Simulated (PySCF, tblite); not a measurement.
**C5H10O2SSi2: geometry, infrared bands and NMR shifts**

Wanted: the infrared bands and NMR shifts of C5H10O2SSi2 (`CC#C[C@@]1([SiH3])[SiH2]CS1(=O)=O`), by calculation.

The runs use tblite 0.8.0 and PySCF 2.14.0, with density-fitted response routines of our own; the level of theory stands in each step. All values are computed, except where a source is named. Atoms are numbered from 0 throughout.

## 1. Starting geometry

20 atoms, charge 0, multiplicity 1; geometry from: force field or distance geometry start.

Bonds of the start (Å): C0–C1 1.48, C1–C2 1.18, C2–C3 1.47, C3–Si4 1.90, C3–Si5 1.89, Si5–C6 1.86, C6–S7 1.80, S7–O8 1.45, S7–O9 1.45, S7–C3 1.81, C0–H10 1.10, C0–H11 1.08, C0–H12 1.08, Si4–H13 1.50, Si4–H14 1.49, Si4–H15 1.48, Si5–H16 1.48, Si5–H17 1.49, C6–H18 1.10, C6–H19 1.09.

## 2. Optimising the geometry with GFN2-xTB

The job: settings as JSON, then the geometry in Å.

```
{"job": {"kind": "relax", "xc": "GFN2-xTB", "basis": "xTB"}, "charge": 0, "multiplicity": 1}
C      2.949300    -1.654900     1.153500
C      1.807500    -0.877900     0.617400
C      0.893200    -0.248000     0.210800
C     -0.242400     0.536400    -0.302000
Si     0.304800     2.259700    -0.880200
Si    -1.394600    -0.490200    -1.399300
C     -2.167800    -0.918100     0.236300
S     -1.604100     0.665400     0.882800
O     -1.157600     0.499300     2.249100
O     -2.567300     1.695000     0.529300
H      2.681500    -2.110400     2.113400
H      3.809300    -1.012100     1.307000
H      3.217900    -2.449800     0.472600
H      1.366200     2.121500    -1.929400
H      0.880400     3.088500     0.211200
H     -0.792900     3.019200    -1.530100
H     -2.263000     0.304800    -2.294100
H     -0.755400    -1.642900    -2.095800
H     -1.718900    -1.759800     0.778600
H     -3.251300    -1.015100     0.255600
```

Launch:

```bash
> OMP_NUM_THREADS=1 python probes_run.py task.json out
```

One launch serves the whole session: the jobs run in the order shown.

**Question.** This job is followed by: GFN2-xTB harmonic vibrations, gas phase; GIAO PBE0/pcSseg-1 NMR shielding, non-relativistic, gas phase. What will the session give for the following? strongest single infrared mode (GFN2-xTB); zero-point energy (GFN2-xTB); ¹³C shifts against TMS (PBE0/pcSseg-1); ¹H shifts against TMS (PBE0/pcSseg-1, means over atoms taken as alike); ²⁹Si shifts against TMS (PBE0/pcSseg-1); ³³S shifts against CS2 (PBE0/pcSseg-1); ¹⁷O shifts against H2O (PBE0/pcSseg-1).

The runs gave:

| quantity | value |
| --- | --- |
| strongest single infrared mode (GFN2-xTB) | 796 cm⁻¹, 485 km/mol |
| zero-point energy (GFN2-xTB) | 81.0 kcal/mol |
| ¹³C shifts against TMS (PBE0/pcSseg-1) | 100.7, 75.1, 59.2, 56.5, 5.8 ppm |
| ¹H shifts against TMS (PBE0/pcSseg-1, means over atoms taken as alike) | 4.61, 4.51, 4.17, 3.56, 3.55, 2.17 ppm |
| ²⁹Si shifts against TMS (PBE0/pcSseg-1) | -60.7, -71.5 ppm |
| ³³S shifts against CS2 (PBE0/pcSseg-1) | 305 ppm |
| ¹⁷O shifts against H2O (PBE0/pcSseg-1) | 271.9, 257.5 ppm |

In words: Over 148 steps the energy fell by 0.414 eV; of the close pairs, C2–C3 changed most, 1.472 to 1.423 Å. No mode is imaginary among the 54: a minimum at this level. GFN2-xTB is a fitted tight-binding method: band positions and strengths are rough. Its intensities can rank the bands wrongly. At PBE0/pcSseg-1: The largest span, 320 ppm, is at S7, where the paramagnetic term is -855 ppm.
